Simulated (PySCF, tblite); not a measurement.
**C6H11ClOSi: geometry, infrared bands, NMR shifts and electronic excitations**

Aim: predict the infrared bands, NMR shifts and electronic excitations of C6H11ClOSi (`C=CC[C@@H]1[SiH2]OC[C@H]1Cl`).

The runs use tblite 0.8.0 and PySCF 2.14.0, with density-fitted response routines of our own; the level of theory stands in each step. All values are computed, except where a source is named. Atoms count from 0, in the outputs and in this text.

## Step 1: The starting structure

20 atoms, charge 0, multiplicity 1; geometry from: force field or distance geometry start.

Bonds of the start (Å): C0–C1 1.33, C1–C2 1.52, C2–C3 1.53, C3–Si4 1.92, Si4–O5 1.68, O5–C6 1.45, C6–C7 1.54, C7–Cl8 1.77, C7–C3 1.56, C0–H9 1.09, C0–H10 1.10, C1–H11 1.08, C2–H12 1.11, C2–H13 1.09, C3–H14 1.09, Si4–H15 1.48, Si4–H16 1.49, C6–H17 1.09, C6–H18 1.10, C7–H19 1.10.

## Step 2: Optimising the geometry with GFN2-xTB

The job: settings as JSON, then the geometry in Å.

```
{"job": {"kind": "relax", "xc": "GFN2-xTB", "basis": "xTB"}, "charge": 0, "multiplicity": 1}
C     -3.144600    -0.409300    -0.708800
C     -2.243700     0.528700    -0.417100
C     -1.085000     0.302200     0.546700
C      0.265400     0.445700    -0.154400
Si     0.784300    -1.004400    -1.299200
O      2.399300    -1.078100    -0.853000
C      2.717900     0.005000     0.051200
C      1.457200     0.383100     0.857400
Cl     1.673100     1.921800     1.709200
H     -3.125500    -1.404500    -0.274400
H     -3.968300    -0.186700    -1.396000
H     -2.330100     1.509400    -0.854800
H     -1.187800     1.061200     1.345000
H     -1.180800    -0.671400     1.034200
H      0.315700     1.372000    -0.732900
H      0.105800    -2.265200    -0.917800
H      0.657500    -0.625200    -2.731300
H      3.095300     0.840600    -0.535900
H      3.518300    -0.326300     0.730200
H      1.271000    -0.388000     1.622200
```

On the command line:

```
$ OMP_NUM_THREADS=1 python probes_run.py task.json out
```

The driver reads the jobs from task.json and runs them one after another.

**Question.** This job is followed by: GFN2-xTB harmonic vibrations, gas phase; PBE0-D3(BJ)/def2-SVP geometry optimisation, gas phase; GIAO PBE0/pcSseg-1 NMR shielding, non-relativistic, gas phase; TDDFT CAM-B3LYP/def2-SVPD, vertical, gas phase, core orbitals frozen in the response; GIAO PBE/pcSseg-1 NMR shielding, non-relativistic, gas phase. What will the session give for the following? strongest single infrared mode (GFN2-xTB); zero-point energy (GFN2-xTB); point group; rotational constants (main isotopes); 13C shifts against TMS (PBE0/pcSseg-1); 1H shifts against TMS (PBE0/pcSseg-1); 29Si shifts against TMS (PBE0/pcSseg-1); 17O shifts against H2O (PBE0/pcSseg-1); 35Cl shifts against HCl (PBE0/pcSseg-1); surface potential, 1st and 99th percentile; lowest singlet (CAM-B3LYP/def2-SVPD); brightest single state of those computed; lowest triplet; vertical ionisation energy (ΔSCF); range of the shift of Cl8.

As calculated:

| quantity | value |
| --- | --- |
| strongest single infrared mode (GFN2-xTB) | 2317 cm⁻¹, 372 km/mol |
| zero-point energy (GFN2-xTB) | 96.7 kcal/mol |
| point group | C1 |
| rotational constants (main isotopes) | 1.49, 0.86, 0.57 GHz |
| 13C shifts against TMS (PBE0/pcSseg-1) | 148.1, 124.0, 76.3, 66.6, 36.5, 35.7 ppm |
| 1H shifts against TMS (PBE0/pcSseg-1) | 6.03, 5.44, 5.23, 4.96, 4.75, 4.26, 3.63, 3.59, 2.87, 1.76, 1.29 ppm |
| 29Si shifts against TMS (PBE0/pcSseg-1) | 9.7 ppm |
| 17O shifts against H2O (PBE0/pcSseg-1) | 36.3 ppm |
| 35Cl shifts against HCl (PBE0/pcSseg-1) | 121 ppm |
| surface potential, 1st and 99th percentile | -1.22 V and 1.06 V |
| lowest singlet (CAM-B3LYP/def2-SVPD) | 6.97 eV (178 nm), f = 0.004 |
| brightest single state of those computed | state 5, 7.34 eV, f = 0.321 |
| lowest triplet | 4.38 eV |
| vertical ionisation energy (ΔSCF) | 9.87 eV |
| range of the shift of Cl8 | 121 to 145 ppm |

Over 75 steps the energy fell by 0.180 eV; of the close pairs, C3–C7 changed most, 1.565 to 1.520 Å (GFN2-xTB). No mode is imaginary among the 54: a minimum at this level. The strongest single mode, at 2317 cm⁻¹, moves mainly H15. GFN2-xTB is a fitted tight-binding method: band positions and strengths are rough. Its intensities can rank the bands wrongly. Relaxing lowered the energy by 0.254 eV in 5 steps; the close pair that moved most is Si4–H15, from 1.443 to 1.492 Å (PBE0/def2-SVP). No frequency check was run at this level, so the end point may be a saddle. The most deshielded carbon is C1 (alkene CH), at 148.1 ppm: the olefinic region. H11 (hydrogen on an alkene CH) lies farthest downfield among hydrogen, at 6.03 ppm; attached to an sp2 carbon and in the plane of the double bond. At PBE0/pcSseg-1: Shielding is most anisotropic at Cl8 (span 468 ppm, paramagnetic term -325 ppm). The lowest singlet, at 6.97 eV, is HOMO−2→LUMO 0.67 and is weak; of the 10 states computed, the strongest absorption comes from state 5 at 7.34 eV. The lowest triplet lies 2.60 eV below the lowest singlet (triplets in Tamm-Dancoff, singlets in full TDDFT). The orbital energy would give 9.10 eV for ionisation, ΔSCF gives 9.87 eV. Across the 2 runs the shift of Cl8 moves most, between 121 (PBE0/pcSseg-1) and 145 ppm (PBE/pcSseg-1).
